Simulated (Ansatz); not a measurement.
# CH10Al2Si3: the cost of one run

Program: Ansatz 0.2.0. Level of theory: UHF/STO-3G. These are calculated values, not measurements.

## 1. The starting structure

Bond lengths (14 of 16 bonds, heavy atoms first): C1–Al2 2.010 Å, Al2–Si3 2.340 Å, Si3–Al4 2.310 Å, Al4–Si5 2.406 Å, Al2–Si6 2.372 Å, Si5–Si6 2.252 Å, C1–H7 1.063 Å, C1–H8 1.101 Å, C1–H9 1.153 Å, Si3–H10 1.510 Å, Si3–H11 1.471 Å, Al4–H12 1.585 Å, Si5–H13 1.493 Å, Si5–H14 1.467 Å. Angles (14 of 30 angles, heavy atoms first): C1–Al2–Si3 115.1°, C1–Al2–Si6 118.9°, Si3–Al2–Si6 111.7°, Al2–Si3–Al4 102.8°, Si3–Al4–Si5 111.4°, Al4–Si5–Si6 106.7°, Al2–Si6–Si5 106.9°, Al2–C1–H7 109.8°, Al2–C1–H8 107.0°, Al2–C1–H9 106.2°, Al2–Si3–H10 109.9°, Al2–Si3–H11 110.9°, Al4–Si3–H10 110.1°, Al4–Si3–H11 113.4°.

Coordinates:

```xyz
16

C    -0.3274   -1.5952    2.4126
Al    0.3249   -0.1020    1.2359
Si    1.9755   -0.7043   -0.3102
Al    1.2091    0.2407   -2.2734
Si   -0.7722    1.5551   -1.9024
Si   -1.2612    1.3855    0.2894
H     0.0579   -2.5226    2.0651
H    -0.0291   -1.3476    3.4433
H    -1.4791   -1.5515    2.3789
H     3.2975   -0.0882    0.0812
H     2.1180   -2.1670   -0.3818
H     1.0876   -0.7421   -3.5115
H    -0.5252    2.9936   -2.2159
H    -1.9258    1.0958   -2.6828
H    -1.1655    2.6722    0.9390
H    -2.6079    0.8550    0.4768
```

## 2. End point A

Contents of input.yaml:

```yaml
crystal:
  periodic: [false, false, false]
  atoms:
    - { symbol: C, position_ang: [-0.3274, -1.5952, 2.4126] }
    - { symbol: Al, position_ang: [0.3249, -0.102, 1.2359] }
    - { symbol: Si, position_ang: [1.9755, -0.7043, -0.3102] }
    - { symbol: Al, position_ang: [1.2091, 0.2407, -2.2734] }
    - { symbol: Si, position_ang: [-0.7722, 1.5551, -1.9024] }
    - { symbol: Si, position_ang: [-1.2612, 1.3855, 0.2894] }
    - { symbol: H, position_ang: [0.0579, -2.5226, 2.0651] }
    - { symbol: H, position_ang: [-0.0291, -1.3476, 3.4433] }
    - { symbol: H, position_ang: [-1.4791, -1.5515, 2.3789] }
    - { symbol: H, position_ang: [3.2975, -0.0882, 0.0812] }
    - { symbol: H, position_ang: [2.118, -2.167, -0.3818] }
    - { symbol: H, position_ang: [1.0876, -0.7421, -3.5115] }
    - { symbol: H, position_ang: [-0.5252, 2.9936, -2.2159] }
    - { symbol: H, position_ang: [-1.9258, 1.0958, -2.6828] }
    - { symbol: H, position_ang: [-1.1655, 2.6722, 0.939] }
    - { symbol: H, position_ang: [-2.6079, 0.855, 0.4768] }
magnetization:
  spin_polarized: true
basis:
  gaussian: { orbitals: STO-3G }
hamiltonian:
  xc: hf
relax:
  f_tol: 0.02
  max_steps: 50
```

Launch:

```console
$ ansatz run input.yaml --threads 1 --pin off --max-ram 2048MiB --backend cpu --events-out ev --progress --plain --runs-dir out
```

What time and memory should one allow on 1 thread of Intel Xeon Platinum 8375C at 2.90GHz (Ice Lake), shared host?

About 38 s, with a peak of 0.22 GiB.
